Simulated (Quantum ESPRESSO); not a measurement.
WS2: single point with PBEsol

Slab: WS2, a slab with vacuum.

```
CELL_PARAMETERS angstrom
3.18352 0.00000 0.00000
-1.59176 2.75701 0.00000
0.00000 0.00000 16.95058
ATOMIC_POSITIONS crystal
W 0.00000 0.00000 0.00000
S 0.33333 0.66667 0.09200
S 0.33333 0.66667 0.90800
```

| Quantity | Value |
| --- | --- |
| Program | Quantum ESPRESSO 7.5 |
| Task | single point |
| Functional | PBEsol |
| Potentials or basis | PseudoDojo 0.4.1 SR PBEsol standard |
| Cutoff | 1007 eV |
| Density cutoff | 4027 eV |
| k mesh | 12 × 12 × 2 |
| Occupations | fixed |
| Spin | no spin polarisation |
| k mesh of the self-consistent run | 12 × 12 × 2 |

```json
{"Band gap on the k mesh, mean-field level": "1.78 eV, indirect (least direct gap 1.78 eV)"}
```

Levels at points of the mesh, in eV from the valence-band top:
| k point | band 9 | band 10 | band 11 | band 12 | band 13 | band 14 | band 15 | band 16 | band 17 | band 18 |
| --- | --- | --- | --- | --- | --- | --- | --- | --- | --- | --- |
| (0.00, 0.00, 0.00) | -2.90 | -2.06 | -1.65 | -1.65 | 0.00 | 2.89 | 2.89 | 3.09 | 3.09 | 4.99 |
| (0.00, 0.00, -0.50) | -2.90 | -2.06 | -1.65 | -1.65 | 0.00 | 2.89 | 2.89 | 3.09 | 3.09 | 5.02 |
| (0.00, -0.50, 0.00) | -4.43 | -3.44 | -2.07 | -1.27 | -0.92 | 2.84 | 3.30 | 4.04 | 4.77 | 5.04 |
| (0.00, -0.50, -0.50) | -4.43 | -3.44 | -2.07 | -1.27 | -0.92 | 2.84 | 3.30 | 4.04 | 4.77 | 5.04 |

Wall time 4.3 min on 1 thread of Intel(R) Xeon(R) Platinum 8175M CPU @ 2.50GHz (Skylake/Cascade Lake), with other jobs on the host, peak memory 0.25 GiB.

Caveat: spin-orbit coupling is left out, which moves the levels of the heavy elements. Expect the measured gap to be larger: semilocal functionals such as PBEsol lack the derivative discontinuity.
